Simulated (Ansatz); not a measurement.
This script drives Ansatz 0.2.0, Python API.

`run_transition.py`
```python
import ansatz as az
import numpy as np


def fcc(first, a):
    return (
        az.Lattice.fcc(a)
        .space_group(225)
        .atom(first, [0, 0, 0])
        .primitive()
    )


def diamond(A, a):
    return az.Crystal.diamond(A, a=a)


def compute(name, crystal, pressure=0.0):
    calc = (
        crystal.calculation()
        .basis(470)
        .functional(az.Functional.PBESOL)
        .kpoints(spacing=0.14)
        .occupations("fermi_dirac", width=0.05)
    )
    calc = calc.relax(force_tolerance=0.02, max_steps=60, cell=True, pressure=pressure)
    return calc.run()


def volume_per_atom(outcome):
    return abs(np.linalg.det(outcome.lattice.cell_ang)) / len(outcome.lattice.sites)

phases = {}
phases["fcc"] = fcc("Na", 5.39)
phases["diamond"] = diamond("Na", 7.42)

pressures = [0, 10, 20, 30]
enthalpy, volume = {name: [] for name in phases}, {name: [] for name in phases}
for p in pressures:
    for name, crystal in phases.items():
        o = compute(name, crystal, pressure=p)
        volume[name].append(volume_per_atom(o))
        enthalpy[name].append(o.report["energy_sigma0_ev"] / len(o.lattice.sites) + p * volume[name][-1] / 160.21766)
gap = np.array(enthalpy["diamond"]) - np.array(enthalpy["fcc"])
rows = [(p, va, vb, 1000 * d) for p, va, vb, d in zip(pressures, volume["fcc"], volume["diamond"], gap)]
print("   P (GPa)  V fcc (A^3/atom)  V diamond (A^3/atom)  H(diamond) - H(fcc) (meV/atom)")
for row in rows:
    print(f"{row[0]:10d}  {row[1]:16.3f}  {row[2]:20.3f}  {row[3]:+30.1f}")
crossings = [p0 - g0 * (p1 - p0) / (g1 - g0) for p0, p1, g0, g1 in zip(pressures, pressures[1:], gap, gap[1:]) if g0 * g1 < 0]
print("crossing near", [round(float(p), 1) for p in crossings], "GPa") if crossings else print("no crossing in this range")
```

It is started by `python run_transition.py`. Estimate its wall time and peak memory on 1 thread of Arm Neoverse V1 (shared host).

It took about 2.6 min, with a peak of 0.53 GiB, for 8 runs of the engine.

```console
$ python run_transition.py
   P (GPa)  V fcc (A^3/atom)  V diamond (A^3/atom)  H(diamond) - H(fcc) (meV/atom)
         0            36.361                52.464                          +353.0
        10            22.011                23.596                          +638.6
        20            18.121                18.599                          +694.7
        30            15.988                16.086                          +710.9
no crossing in this range
```

What to keep in mind:
- At a fixed pressure a relaxation lowers the enthalpy F + PV, while F alone can rise.
- Only these two structures are compared, at zero temperature and with their symmetry kept; either may be hypothetical, and another phase may be lower than both. Differences under 10 to 15 meV an atom lie within the error of mesh and functional.
- The cells are prototypes set up for this calculation and needn't exist.
